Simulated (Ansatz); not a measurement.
Task: a G0W0 quasiparticle calculation of LiCl, space group Fm-3m, with Ansatz's Python interface. Give the script and its output. Settings: LDA, PAW, cutoff 550 eV, 4×4×4 k-points, fixed occupations.

Contents of `POSCAR`:
```text
LiCl
1.0
   0.00000000    2.56477000    2.56477000
   2.56477000    0.00000000    2.56477000
   2.56477000    2.56477000    0.00000000
Li Cl
1 1
Direct
   0.00000000    0.00000000    0.00000000
   0.50000000    0.50000000    0.50000000
```

`licl.py`:
```python
"""One-shot GW for LiCl."""

import warnings

import ansatz as az
from ase.io import read

warnings.simplefilter("ignore", az.DeckWarning)

atoms = read("POSCAR", format="vasp")
crystal = az.Crystal.from_ase(atoms)

calculation = (
    crystal.calculation()
    .functional(az.Functional.LDA)
    .pseudopotentials("paw")
    .basis(550)
    .kpoints(4)
    .occupations("fixed")
    .gw(empty_bands=40, screening_cutoff=120, quasiparticle_bands=("v1", "c1"))
)
events = []
res = calculation.session().plan().execute(on_event=events.append, runs_dir="gw_run")
gw = next(e["data"] for e in events if e["event"] == "gw_qp")
top = gw["frontier_bands"]["highest_filled_band"]
print(" k band    E_KS   Sigma_x  Sigma_c     Vxc      Z    E_QP (eV)")
for qp in gw["qp"]:
    print(f"{qp['ik']:2d} {qp['band']:4d} {qp['eps_ks_ev']:7.3f} {qp['sigma_x_ev']:9.3f} {qp['sigma_c_at_ks_ev']:8.3f} {qp['vxc_ev']:8.3f} {qp['z']:6.3f} {qp['e_qp_ev']:8.3f}")
for key, label in (("eps_ks_ev", "Kohn-Sham"), ("e_qp_ev", "G0W0")):
    filled = max(qp[key] for qp in gw["qp"] if qp["band"] <= top)
    empty = min(qp[key] for qp in gw["qp"] if qp["band"] > top)
    print(f"{label} gap on the mesh: {empty - filled:.3f} eV")
print("static dielectric eigenvalues (RPA, this mesh):", [round(e, 3) for e in gw["screening"][0]["eps_tensor_eigenvalues"]])
```

Output of `python licl.py`:
```text
 k band    E_KS   Sigma_x  Sigma_c     Vxc      Z    E_QP (eV)
 0    5   1.499   -21.280    2.524  -17.195  0.802    0.258
 0    6   7.480    -6.333   -3.423  -11.266  0.843    8.742
 1    5   1.362   -21.187    2.542  -17.055  0.802    0.098
 1    6   8.364    -5.574   -3.423  -10.631  0.843    9.729
 2    5   1.240   -21.142    2.566  -16.955  0.802   -0.047
 2    6   7.886    -4.622   -3.298   -9.533  0.848    9.244
 3    5   0.888   -20.623    2.583  -16.370  0.801   -0.434
 3    6   9.732    -6.962   -3.551  -12.265  0.835   11.178
 4    5   0.762   -20.556    2.603  -16.258  0.801   -0.584
 4    6   9.329    -4.754   -3.382   -9.867  0.845   10.779
 5    5   1.213   -21.057    2.556  -16.883  0.802   -0.071
 5    6   9.321    -4.768   -3.461  -10.006  0.844   10.804
 6    5   0.360   -20.208    2.660  -15.782  0.799   -1.042
 6    6   9.072    -5.186   -3.369  -10.248  0.845   10.490
 7    5   0.407   -20.247    2.627  -15.852  0.800   -1.001
 7    6  10.759    -6.071   -3.522  -11.502  0.836   12.340
Kohn-Sham gap on the mesh: 5.981 eV
G0W0 gap on the mesh: 8.485 eV
static dielectric eigenvalues (RPA, this mesh): [2.998, 2.998, 2.998]
```

Caveats:
- Absolute energies stand on the zero of these potentials, so only differences at equal settings mean something. A total without «per atom» is that of the whole cell that was run.
- The k-point mesh is coarse, and energy and stress weren't tested for convergence.
- Of the deposited cell: the entry's cell lengths or inner coordinates differ somewhat from later room-temperature determinations.
- The starting cell is as deposited in a crystallographic database; the results hold for this polymorph, which needn't be the stable one.
- Mesh, empty bands and screening cutoff are small, so the quasiparticle gap isn't converged, and it is read on the mesh points alone. Spin-orbit coupling is left out, which matters for heavy elements.
- Finished in 4.6 s on 1 thread of Arm Neoverse V2, with other jobs on the host, peak memory 0.4 GiB.
